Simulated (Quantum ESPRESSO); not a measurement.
**MnPt2: equation of state with PBEsol**

The system is MnPt2.

```
CELL_PARAMETERS angstrom
2.85840 0.00000 0.00000
-1.42920 2.47545 0.00000
0.00000 0.00000 6.53250
ATOMIC_POSITIONS crystal
Pt 0.66667 0.33333 0.31621
Pt 0.33333 0.66667 0.68379
Mn 0.00000 0.00000 0.00000
```

The cell comes from a database or a generator and needn't be the stable form of this composition.

```yaml
Program: Quantum ESPRESSO 7.5
Task: equation of state
Functional: PBEsol
Potentials_or_basis: GBRV 1.5 PBEsol
Cutoff: 612 eV
Density_cutoff: 4898 eV
k_mesh: 11 × 11 × 4
Occupations: fermi-dirac, width 0.05 eV
Spin: collinear spin, ferromagnetic start
Starting_moments: "[0.0, 0.0, 4.0] μB"
```

```json
{
 "Equilibrium volume": "14.62 Å³/atom",
 "Bulk modulus at fixed shape and positions": "193 GPa",
 "Pressure derivative of the bulk modulus": "3.6 (rough: it moves with the points fitted)"
}
```

Energy against volume, from the lowest point:
```
volume (Å³/atom)  energy (meV/atom)
          14.483               0.00
          14.791               0.45
          15.099               8.26
          15.408              22.80
          15.716              43.57
          16.024              69.86
          16.332             101.14
```

All runs of the series together: 11 min on 2 threads of Arm Neoverse V1, with other jobs on the host.

Caveat: the cell was scaled at fixed shape and fractional positions, which overstates the stiffness of a crystal with free parameters, most of all of layers and chains. The run has no spin-orbit coupling, so splittings on Pt are missing.
